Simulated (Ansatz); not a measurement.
# CdIr (P6/mmm) in Ansatz: convergence with wavefunction cutoff

Aim: find how far wavefunction cutoff must go before the results for CdIr settle, at PBE. This setting moves, with any that are tied to it; all else stays.

Everything below comes from runs of Ansatz 0.2.0. Logs are shortened: lines on timing, memory, paths and dates and some standing lists are left out, and cuts for length are marked.

**1. Starting point**

The structure is hexagonal, space group P6/mmm (No. 191). Conventional cell: a = 3.285 Å, b = 3.285 Å, c = 4.448 Å, α = 90.00°, β = 90.00°, γ = 120.00°. Cd (site symmetry 6/mmm) is surrounded by 2 Ir at 2.22 Å. Around Ir (site symmetry 6/mmm) lie 2 Cd at 2.22 Å.

The cell was built by a generator and needn't be a form met in nature.

**2. With wavefunction cutoff 200 eV**

Contents of input.yaml:

```yaml
crystal:
  lattice:
    - [3.28537975, 0.0, 0.0]
    - [-1.64268988, 2.84522233, 0.0]
    - [0.0, 0.0, 4.44783669]
  atoms:
    - { symbol: Cd, position: [0.0, 0.0, 0.0] }
    - { symbol: Ir, position: [0.0, 0.0, 0.5] }
hamiltonian:
  xc: pbe
  pseudopotentials: { kind: paw }
kpoints:
  mp_grid: { grid: [8, 8, 5] }
scf:
  occupations: { method: fermi_dirac, width: 0.05 }
output:
  forces: true
  stress: true
  eigenvalues: true
basis:
  ecutwfc: "200 eV"
```

Potentials or basis: Ansatz PAW.

The run is started by

```bash
> ansatz run input.yaml --threads 2 --pin off --max-ram 5632MiB --backend cpu --events-out ev --progress --plain --runs-dir out
```

Wall time 0.65 s (2 threads of Arm Neoverse V1, shared host); peak memory 0.27 GiB.

What came out:

```yaml
Free_energy: -20162.8325 eV
Pressure: 30.9 GPa
Band_gap_on_the_k_mesh: none (metal or under the smearing width)
```

**3. With wavefunction cutoff 250 eV**

Changes to input.yaml since step 2:

```diff
@@ -20,2 +20,2 @@
 basis:
-  ecutwfc: "200 eV"
+  ecutwfc: "250 eV"
```

Potentials or basis: Ansatz PAW.

The run is started by

```bash
> ansatz run input.yaml --threads 2 --pin off --max-ram 5632MiB --backend cpu --events-out ev --progress --plain --runs-dir out
```

Run time: 0.66 s. Hardware: 2 threads of Arm Neoverse V1, shared host; peak memory 0.27 GiB.

Results:

```
Free energy            : -20181.8364 eV
Pressure               : 26.6 GPa
Band gap on the k mesh : none (metal or under the smearing width)
```

**4. With wavefunction cutoff 300 eV**

Changes to input.yaml since step 3:

```diff
@@ -20,2 +20,2 @@
 basis:
-  ecutwfc: "250 eV"
+  ecutwfc: "300 eV"
```

The run is started by

```bash
> ansatz run input.yaml --threads 2 --pin off --max-ram 5632MiB --backend cpu --events-out ev --progress --plain --runs-dir out
```

It took 0.75 s on 2 threads of Arm Neoverse V1, shared host; peak memory 0.28 GiB.

What came out:

- Free energy: -20184.6194 eV
- Pressure: 27.7 GPa
- Band gap on the k mesh: none (metal or under the smearing width)

**5. With wavefunction cutoff 350 eV**

Changes to input.yaml since step 4:

```diff
@@ -20,2 +20,2 @@
 basis:
-  ecutwfc: "300 eV"
+  ecutwfc: "350 eV"
```

The run is started by

```bash
> ansatz run input.yaml --threads 2 --pin off --max-ram 5632MiB --backend cpu --events-out ev --progress --plain --runs-dir out
```

Run time: 0.85 s. Hardware: 2 threads of Arm Neoverse V1, shared host; peak memory 0.29 GiB.

Results:

| Property | Result |
| --- | --- |
| Free energy | -20184.9048 eV |
| Pressure | 27.8 GPa |
| Band gap on the k mesh | none (metal or under the smearing width) |

**6. With wavefunction cutoff 400 eV**

Changes to input.yaml since step 5:

```diff
@@ -20,2 +20,2 @@
 basis:
-  ecutwfc: "350 eV"
+  ecutwfc: "400 eV"
```

Potentials or basis: Ansatz PAW.

The run is started by

```bash
> ansatz run input.yaml --threads 2 --pin off --max-ram 5632MiB --backend cpu --events-out ev --progress --plain --runs-dir out
```

Run time: 0.9 s. Hardware: 2 threads of Arm Neoverse V1, shared host; peak memory 0.3 GiB.

Results (log left out):

```
Free energy            : -20184.9178 eV
Pressure               : 27.8 GPa
Band gap on the k mesh : none (metal or under the smearing width)
```

**7. With wavefunction cutoff 450 eV**

Changes to input.yaml since step 6:

```diff
@@ -20,2 +20,2 @@
 basis:
-  ecutwfc: "400 eV"
+  ecutwfc: "450 eV"
```

The run is started by

```bash
> ansatz run input.yaml --threads 2 --pin off --max-ram 5632MiB --backend cpu --events-out ev --progress --plain --runs-dir out
```

Run time: 0.97 s. Hardware: 2 threads of Arm Neoverse V1, shared host; peak memory 0.31 GiB.

Results (log left out):

```
Free energy            : -20184.9209 eV
Pressure               : 27.8 GPa
Band gap on the k mesh : none (metal or under the smearing width)
```

**8. With wavefunction cutoff 500 eV**

Changes to input.yaml since step 7:

```diff
@@ -20,2 +20,2 @@
 basis:
-  ecutwfc: "450 eV"
+  ecutwfc: "500 eV"
```

The run is started by

```bash
> ansatz run input.yaml --threads 2 --pin off --max-ram 5632MiB --backend cpu --events-out ev --progress --plain --runs-dir out
```

Wall time 1.1 s (2 threads of Arm Neoverse V1, shared host); peak memory 0.32 GiB.

The run converged. Its results:

| Property | Result |
| --- | --- |
| Free energy | -20184.9234 eV |
| Pressure | 27.8 GPa |
| Band gap on the k mesh | none (metal or under the smearing width) |

**9. With wavefunction cutoff 600 eV**

Changes to input.yaml since step 8:

```diff
@@ -20,2 +20,2 @@
 basis:
-  ecutwfc: "500 eV"
+  ecutwfc: "600 eV"
```

Potentials or basis: Ansatz PAW.

The run is started by

```bash
> ansatz run input.yaml --threads 2 --pin off --max-ram 5632MiB --backend cpu --events-out ev --progress --plain --runs-dir out
```

Run time: 1.3 s. Hardware: 2 threads of Arm Neoverse V1, shared host; peak memory 0.34 GiB.

Results (log left out):

| Property | Result |
| --- | --- |
| Free energy | -20184.9242 eV |
| Pressure | 27.8 GPa |
| Band gap on the k mesh | none (metal or under the smearing width) |

**10. With wavefunction cutoff 800 eV**

Changes to input.yaml since step 9:

```diff
@@ -20,2 +20,2 @@
 basis:
-  ecutwfc: "600 eV"
+  ecutwfc: "800 eV"
```

Potentials or basis: Ansatz PAW.

The run is started by

```bash
> ansatz run input.yaml --threads 2 --pin off --max-ram 5632MiB --backend cpu --events-out ev --progress --plain --runs-dir out
```

The program printed:

```text
Warning: RAYON_NUM_THREADS=2 ignored (pool sized by the plan → 2); use --threads N
Engine: ansatz 0.2.0, aarch64-unknown-linux-gnu
Pseudopotentials: kind: paw
Pseudopotential: Cd, paw, valence charge 20, recommended cutoff 420 eV (normal), Cd.paw.azcp
Pseudopotential: Ir, paw, valence charge 17, recommended cutoff 420 eV (normal), Ir.paw.azcp
Functional definition: PBE
  parameter kappa = 0.804
  parameter beta = 0.06672455060314922
  exchange = pbe_x(kappa = kappa, mu = beta*pi^2/3)
  correlation = pbe_c(beta = beta)
Crystal: 2 atoms, lattice volume = 41.577 Å³
Basis set: ecut = 800 eV, 2163 PW (Γ), exchange–correlation on 64×64×90 points (8 copies of the dense FFT grid, shifted against one another)
Bands: 23, of which v1, the nominal top of the filled ones, is band 19 counted from 1 (18 counted from 0)
Symmetry: 24 space group operations
Space group: P6/mmm (ITA 191), of the structure as read, at distance tolerance 3.5e-5 Å
k-points: 30 of 320
Non-local potential: Cd, projectors of the file, l = 0: 3, l = 1: 2, l = 2: 2, l = 3: 1
Non-local potential: Ir, projectors of the file, l = 0: 3, l = 1: 2, l = 2: 2, l = 3: 1
PAW form: soft (Blöchl's): semilocal exchange-correlation on the pseudo side does not see the compensation charge
PAW one-centre angular grid: Cd, 590 points (default); XC on 64 Gauss nodes
PAW one-centre angular grid: Ir, 590 points (default); XC on 64 Gauss nodes
Initial density: superposition of atomic densities (neutral atoms: chi_scale 0, normalization atom), corrected by the library's trained network
Initial wavefunctions: pseudopotential atomic-orbital guess
Functional: x = pbe(κ = 0.804, μ = 0.2195149727645171), c = pbe(β = 0.06672455060314922)
SCF iter   1: F=—  HF=-20184.933669 eV  |F-HF|=—  |Δ(HF+E_count)|=         —  Δρ=1.33e-2  dr2=4.81e-2  ethr=1.77e-3  ⟨swp⟩=5.8  Hψ=3005  notcnv=0
preconditioner: auto → Resta (q_TF=auto, 2.676 Å⁻¹)  ε∞=7.4  [insulator: Δε(μ)=0.124 eV  Ē_g=10.425 eV  σ=0.050 eV  W_gap=0.52  n_scr=20 (ndim 8)  ℏωp=26.4 eV  f_vac=0.000  D(μ)=1.44/eV (n_scr^D=8)  ε∞_Penn≈7.4]
SCF iter   2: F=—  HF=-20184.926995 eV  |F-HF|=—  |Δ(HF+E_count)|=   6.67e-3  Δρ=6.20e-3  dr2=1.42e-2  ethr=1.30e-4  ⟨swp⟩=1.9  Hψ=998  notcnv=0  defer=1
preconditioner: auto → Kerker (q_TF=auto, 2.676 Å⁻¹)  [metal: Δε(μ)=0.082 eV  Ē_g=10.388 eV  σ=0.050 eV  W_gap=0.34  n_scr=20 (ndim 8)  ℏωp=26.4 eV  f_vac=0.000  D(μ)=1.61/eV (n_scr^D=20)]
SCF iter   3: F=—  HF=-20184.924666 eV  |F-HF|=—  |Δ(HF+E_count)|=   2.33e-3  Δρ=1.07e-3  dr2=1.30e-3  ethr=3.85e-5  ⟨swp⟩=1.3  Hψ=702  notcnv=0  defer=1
SCF iter   4: F=—  HF=-20184.924508 eV  |F-HF|=—  |Δ(HF+E_count)|=   1.58e-4  Δρ=4.01e-4  dr2=1.75e-4  ethr=3.50e-6  ⟨swp⟩=1.5  Hψ=710  notcnv=0  defer=1
SCF iter   5: F=—  HF=-20184.924465 eV  |F-HF|=—  |Δ(HF+E_count)|=   4.32e-5  Δρ=1.17e-4  dr2=1.02e-5  ethr=4.72e-7  ⟨swp⟩=2.2  Hψ=859  notcnv=0  defer=1
SCF iter   6: F=—  HF=-20184.924454 eV  |F-HF|=—  |Δ(HF+E_count)|=   1.07e-5  Δρ=3.43e-5  dr2=5.43e-7  ethr=2.76e-8  ⟨swp⟩=2.1  Hψ=821  notcnv=0  defer=1
SCF iter   7: F=-20184.924454 eV  HF=-20184.924454 eV  |F-HF|=1.05e-8  |Δ(HF+E_count)|=   1.53e-7  Δρ=7.99e-6  dr2=2.04e-8  ethr=2.70e-10  ⟨swp⟩=5.5  Hψ=2791  notcnv=0
SCF 1 converged in 7 iterations: F = -20184.924454 eV  dr2 = 2.04e-8
SCF converged after 7 iterations
Free energy (F): -20184.924454 eV
Harris-Foulkes:  -20184.924454 eV  (|F-HF|=1.05e-8)
Internal energy: -20184.909418 eV  (E = F + TS)
E sigma→0 (E₀):  -20184.916936 eV
Entropy (-TS):   -0.015037 eV (-7.518 meV/atom)
Fermi energy:    14.821221 eV
--- Per-component energies (eV) ---
  E_band       = -620.025966
  E_kinetic    = 1134.979141
  E_local      = -4834.837041  (includes V_loc(G=0)·N_el)
  E_nonlocal   = 109.133283
  E_hartree    = 2132.825380
  E_xc         = -444.688278
  E_vxc        = -521.623209  (∫ρ·V_xc dr)
  E_paw        = -13307.705727  (= ΣΔE_a)
  E_vpaw       = -773.332680  (= ΣTr[D̂ρ^β])
  E_aug_tail   = -0.000014  (compensation charges beyond the density's cutoff)
  E_ewald      = -4974.616162
  E_smearing   = -0.015037  (= −TS)
  E_closure    = 0.000000  (closes the sum)
  Σ components = -20184.924454   (vs F -20184.924454, Δ=0.00e0)
--- Forces (eV/Å), atoms counted from 1 ---
  atom   1  Cd    -0.00000000    -0.00000000     0.00000000
  atom   2  Ir     0.00000000    -0.00000000     0.00000000
  max |Σ_I F_I| component: 9.29e-29 eV/Å
--- Stress (GPa, compression-positive) ---
      -21.498681       0.000000      -0.000000
        0.000000     -21.498681      -0.000000
       -0.000000      -0.000000     126.380957
  P = ⅓ Tr σ = 27.7945 GPa (277.945 kbar)
--- Band table (eV; the first three rows and the last of 30) ---
  k-point 0: bands = ["-87.6746", "-76.2914", "-48.9841", "-48.6576", "-48.6576", "-33.3568", "-33.1665", "-33.1665", "4.2971", "5.9748", "5.9748", "6.3861", "6.3861", "7.2765", "11.7816", "13.5031", "13.5031", "14.8435", "14.8435", "16.0443", "21.5210", "26.1253", "26.1253"]
  k-point 1: bands = ["-87.6745", "-76.2919", "-48.9754", "-48.6575", "-48.6575", "-33.3853", "-33.1671", "-33.1671", "4.7630", "6.0944", "6.0944", "6.3929", "6.3929", "7.5679", "11.3928", "13.4797", "13.4797", "14.4123", "14.4123", "14.6123", "22.9051", "27.0822", "27.0822"]
  k-point 2: bands = ["-87.6743", "-76.2926", "-48.9613", "-48.6574", "-48.6574", "-33.4313", "-33.1680", "-33.1680", "5.5853", "6.3039", "6.3039", "6.4041", "6.4041", "8.6631", "10.4101", "12.3498", "13.4420", "13.4420", "13.7565", "13.7565", "25.8945", "28.0560", "29.3092"]
  k-point 29: bands = ["-87.6735", "-76.2901", "-48.9599", "-48.6687", "-48.6652", "-33.4227", "-33.2234", "-33.2059", "5.8712", "5.9329", "6.0609", "6.4143", "6.6773", "11.8306", "12.2270", "12.5473", "12.9346", "13.7885", "15.6347", "17.3291", "18.2106", "19.9671", "20.1023"]
```

Wall time 2.1 s (2 threads of Arm Neoverse V1, shared host); peak memory 0.38 GiB.

Results:

* Free energy: -20184.9245 eV
* Pressure: 27.8 GPa
* Band gap on the k mesh: none (metal or under the smearing width)

**11. Summary**

| wavefunction cutoff | energy less the tightest run, at zero smearing (meV/atom) | pressure (GPa) | SCF cycles | CPU time (s) | peak memory (GiB) |
| --- | --- | --- | --- | --- | --- |
| 200 eV | 11044.81 | 30.90 | 9 | 1.1 | 0.27 |
| 250 eV | 1544.11 | 26.56 | 8 | 1.2 | 0.27 |
| 300 eV | 152.44 | 27.73 | 7 | 1.4 | 0.28 |
| 350 eV | 9.82 | 27.81 | 7 | 1.6 | 0.29 |
| 400 eV | 3.34 | 27.81 | 7 | 1.6 | 0.3 |
| 450 eV | 1.76 | 27.80 | 7 | 1.8 | 0.31 |
| 500 eV | 0.55 | 27.80 | 7 | 2.1 | 0.32 |
| 600 eV | 0.15 | 27.80 | 7 | 2.5 | 0.34 |
| 800 eV | 0.00 | 27.79 | 7 | 4.1 | 0.38 |

Against the tightest run, the energy stays within 1 meV/atom from 500 eV on; the pressure stays within 0.1 GPa from 300 eV on. The tightest run that finished is the yardstick and may itself not be fully converged.

Caveats: so large a pressure means that the cell lies far from this level's equilibrium, or that cutoff or potentials fall short.
